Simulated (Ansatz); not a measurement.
Task: a check of PAW against all-electron LAPW of CaTiS2, space group P-3m1, with Ansatz 0.2.0, Python API. Give the script and its output. Settings (first run): PBE, PAW, the default cutoff (420 eV here), 7×7×4 k-points, Fermi-Dirac smearing of 0.1 eV.

```
Ca Ti S
1.0
     3.64514    0.00000    0.00000
    -1.82257    3.15678    0.00000
     0.00000    0.00000    6.54150
Ca Ti S
1 1 2
Direct
  0.00000 0.00000 0.50000
  0.00000 0.00000 0.00000
  0.33333 0.66667 0.78034
  0.66667 0.33333 0.21966
```

The script, `catis2_paw_lapw.py`:
```python
"""Checking the PAW result for CaTiS2 with LAPW."""

from dataclasses import dataclass

import ansatz as az
from ase import Atoms
import numpy as np
import pandas as pd


@dataclass
class RunConfig:
    xc: str = "pbe"
    kmesh: tuple[int, ...] = (7, 7, 4)
    scf_tol: float = 1e-10


settings = RunConfig()


def count_gap(report):
    # lowest empty less highest filled band, counting bands; zero where they overlap
    return max(report.get("gap_by_band_count_ev") or 0.0, 0.0)

atoms = Atoms(
    ["Ca", "Ti", "S", "S"],
    scaled_positions=[
        (0.0, 0.0, 0.5),
        (0.0, 0.0, 0.0),
        (1 / 3, 2 / 3, 0.780337),
        (2 / 3, 1 / 3, 0.219663),
    ],
    cell=[
        (3.645138, 0.0, 0.0),
        (-1.822569, 3.156782, 0.0),
        (0.0, 0.0, 6.541502),
    ],
    pbc=True,
)
xtal = az.Crystal.from_ase(atoms)

calc = (
    xtal.calculation()
    .functional(settings.xc)
    .kpoints(*settings.kmesh)
    .occupations(az.OccupationsMethod.FERMI_DIRAC)
    .scf(tolerance=settings.scf_tol)
    .stress()
    .forces()
    .band_table()
)
variants = {
    "PAW": calc.pseudopotentials("paw"),
    "LAPW": calc.pseudopotentials("all_electron", lapw=True),
}
# totals differ by the cores that each treatment holds, so compare what does not depend on them
rows = []
for label, variant in variants.items():
    rep = variant.run(threads=1, backend="cpu").report
    levels = np.array(rep["eigenvalues_ev"][0]) - rep["fermi_energy_ev"]
    print(label, "levels at the first k-point near E_F:", np.round(levels[np.abs(levels) < 5], 3))
    rows.append((label, rep["n_electrons"], np.trace(rep["stress_gpa"]) / 3, float(np.abs(rep["forces_ev_ang"]).max()), count_gap(rep)))
print(pd.DataFrame(rows, columns=["treatment", "electrons in bands", "P GPa", "max force component eV/A", "gap by band count eV"]).round(4).to_string(index=False))
```

Running `python catis2_paw_lapw.py` prints:
```text
DeckWarning: basis.ecutwfc = 420 eV, auto-derived from the records' recommended cutoffs: set by Ca (normal level)
PAW levels at the first k-point near E_F: [-4.162 -4.162 -2.912 -2.331 -2.331 -0.966 -0.162 -0.162  0.937  0.937]
LAPW levels at the first k-point near E_F: [-4.161 -4.161 -2.912 -2.332 -2.332 -0.966 -0.162 -0.162  0.938  0.938
  2.179  3.266]
treatment  electrons in bands  P GPa  max force component eV/A  gap by band count eV
      PAW                34.0 0.2774                    0.0377                   0.0
     LAPW                56.0 0.2727                    0.0384                   0.0
```
(Warnings from the package without file and line.)

PAW gives 0.277 GPa and LAPW 0.273 GPa, 0.005 GPa apart. They took 3.5 and 32.0 s of processor time.

Notes:
- The run is spin-unpolarised.
- The computed bands are complete only to about 0.9 eV above the Fermi level.
- The mesh is modest for a metal, so energies can be off by several to tens of meV an atom and pressures by half a GPa or more; differences at equal mesh fare better.
- A gap by band count of zero or less means overlapping bands, a metal.
- The structure comes from a database of computed cells and needn't be a stable or known phase.
- Gaps and levels are Kohn-Sham values on a finite set of k-points.
- Pressure is positive in compression; the treatments may keep other shells as core, so totals and counts of electrons can differ.
- Timing: 37 s on 1 thread of Arm Neoverse V1 (shared host), peak memory 0.64 GiB.
